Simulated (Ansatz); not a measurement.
**BaTiO3: compression at zero temperature**

An exercise on one series of results from a longer session: the logs are not shown, and one member is left open.

Computed with Ansatz 0.2.0 (DFT r2SCAN+U, scalar-relativistic, plane waves, PAW, unless a step's input says otherwise).

## The system as given

Symmetry: P4mm, No. 99, tetragonal system. The conventional cell has a = 3.990 Å, b = 3.990 Å, c = 4.103 Å, α = 90.00°, β = 90.00°, γ = 90.00°. Around Ba (site symmetry 4mm) lie 12 O at 2.81 to 2.92 Å. Around Ti (site symmetry 4mm) lie 5 O at 1.84 to 2.00 Å. Around O (site symmetry 2mm) lie 2 Ti at 2.00 Å and 4 Ba at 2.81 to 2.92 Å. O (site symmetry 4mm) has 1 Ti at 1.84 Å as nearest neighbours.

Coordinates:

```
Ba Ti O
1.0
     3.99038    0.00000    0.00000
     0.00000    3.99038    0.00000
     0.00000    0.00000    4.10266
Ba Ti O
1 1 3
Cartesian
  1.9952 1.9952 2.3900
  0.0000 0.0000 0.4104
  0.0000 1.9952 0.2635
  1.9952 0.0000 0.2635
  0.0000 0.0000 2.2522
```

Source of the structure: the Materials Project (structure only).

The first run:

(A quick probe on a coarse mesh, which set the mesh and smearing, is not shown.)

input.yaml

```yaml
crystal:
  lattice:
    - [3.99037921, 0.0, 0.0]
    - [0.0, 3.99037921, 0.0]
    - [0.0, 0.0, 4.10265539]
  atoms:
    - { symbol: Ba, position: [0.5, 0.5, 0.58254146] }
    - { symbol: Ti, position: [0.0, 0.0, 0.1000427] }
    - { symbol: O, position: [0.0, 0.5, 0.06422054] }
    - { symbol: O, position: [0.5, 0.0, 0.06422054] }
    - { symbol: O, position: [0.0, 0.0, 0.54897175] }
basis:
  ecutwfc: 500
kpoints:
  mp_grid: { grid: [6, 6, 6] }
hamiltonian:
  xc: r2scan
  hubbard: { sites: [{ species: Ti, l: d, u_eff: 4.0 }] }
scf:
  occupations: { method: gaussian, width: 0.02 }
output:
  forces: true
  stress: true
  eigenvalues: true
  write_density: true
  write_potential: true
  elf: true
  volumetric_format: npy
relax:
  adjacent_minimum: "off"
  f_tol: 0.005
  max_steps: 80
  cell: { stress_tol: 0.05 }
```

On the command line:

```console
> ansatz run input.yaml --threads 1 --pin off --max-ram 2560MiB --backend cpu --events-out ev --progress --plain --runs-dir out
```

Steps of the session up to this table: The relaxation; Seeking the band edges; Relaxing at -1 GPa; The gap over the whole zone at -1 GPa; Target pressure 1 GPa; The gap over the whole zone at 1 GPa; Relaxing at 4 GPa; The gap over the whole zone at 4 GPa; Target pressure 12 GPa; The gap over the whole zone at 12 GPa; Relaxing at 25 GPa; The gap over the whole zone at 25 GPa; Relaxing at 50 GPa; Seeking the band edges at 50 GPa; 90 GPa; Band edges over the zone at 90 GPa.

One of the session's tables, all rows but one given; the rest of the session is left out.

It belongs to the step «Volume, cell and gap against pressure». Lengths are those of the vectors of the cell that was run:

```
P (GPa)  V (Å³/atom)  a (Å)  b (Å)  c (Å)  ΔH (eV/atom)
     -1        13.03  4.001  4.001  4.070        -0.081
      0        12.93  3.997  3.997  4.045         0.000
      1        12.82  3.992  3.992  4.024         0.080
      4        12.57  3.976  3.976  3.976         0.318
     12            ?      ?      ?      ?             ?
     25        11.50  3.860  3.860  3.860         1.890
     50        10.66  3.764  3.764  3.764         3.616
     90         9.75  3.653  3.653  3.653         6.156
```

Q: Estimate the row for P (GPa) = 12 from the others.

Worked estimate for «V (Å³/atom)». A straight line through the neighbours (4, 12.57) and (25, 11.50) gives 12.57 + (11.50 − 12.57) × (12 − 4) / (25 − 4) = 12.16; a parabola fitted to 4 rows on both sides gives 12.14.

The run gave: V (Å³/atom): 12.10; a (Å): 3.926; b (Å): 3.926; c (Å): 3.926; ΔH (eV/atom): 0.933. In «V (Å³/atom)» the line misses by +0.06 and the parabola by +0.04.

ΔH is E + PV over the energy at zero pressure; a, b and c are the vectors of the computed cell.

To keep in mind: Other structures may take over in this range; these runs cannot find them. Warnings in the runs' records: seeded moment not kept, stability check not made, near symmetry operation missed by atoms.
